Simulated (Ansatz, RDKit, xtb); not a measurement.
# C7H5Br: ranking a sample of isomers

Which of a sample of isomers of C7H5Br is the most stable in the gas at 298.15 K, and what are its properties? The sample is small against all isomers, and the most stable one of this formula need not be in it.

Plan: many cheap relaxations first (GFN2-xTB), then density-functional screening, relaxation at B3LYP/def2-SVP, vibrations (at GFN2-xTB) and a final energy. The numbers are computed, not measured.

## (1) Drawing up candidates

Isomers were taken from a list of plausible structures; this is a sample, not all of them. That gives 11 candidates, of which 1 could not be built in three dimensions.

| label | SMILES | spin |
| --- | --- | --- |
| c078 | C#CC#C/C=C(/C)Br | singlet |
| c212 | Brc1cccc2c1C2 | singlet |
| c411 | C#CC(Br)(C#C)C=C | singlet |
| c449 | C#CC#CC/C=C\Br | singlet |
| c622 | Brc1ccc2c(c1)C2 | singlet |
| c826 | C#CC1(C#C)C[C@@H]1Br | singlet |
| c883 | C#C/C=C(/Br)C=C=C | singlet |
| c919 | C#CC1=C(Br)CC=C1 | singlet |
| c936 | BrC1=CC=CC12C=C2 | singlet |
| c994 | C#C[C@H](Br)C#CC=C | singlet |

Candidates are built by distance geometry, with a force field where one applies, in up to four conformers (letters a to d).

**Question.** With final energies at CCSD(T)/def2-SVP + MP2/def2-TZVPP - MP2/def2-SVP, which structure will this search put lowest in free energy, and by what margin?

| quantity | value |
| --- | --- |
| lowest structure found | C#CC1=C(Br)CC=C1, singlet |
| next finalist | Brc1cccc2c1C2, singlet, 3.6 kcal/mol higher in G |
| share at equilibrium, among the finalists | 99.7 % |

The lowest structure found is `C#CC1=C(Br)CC=C1`. The margin of 3.6 kcal/mol over the next finalist is beyond the usual error of the last level; it says nothing of structures that weren't ranked. HF/STO-3G and HF/def2-SVP already put its bonding pattern lowest among the structures in one piece; GFN2-xTB, r2SCAN-D4/def2-SVP, B3LYP/def2-SVP and MP2/def2-SVP favour the singlet Brc1cccc2c1C2. Lowest found is not proven lowest: the search is finite, and each finalist counts with one conformer. Only 10 drawn patterns were tried, so whole families of isomers are missing, and the result ranks this sample alone. The lowest isomer need not be the one that is made and kept in a bottle, which depends on barriers.
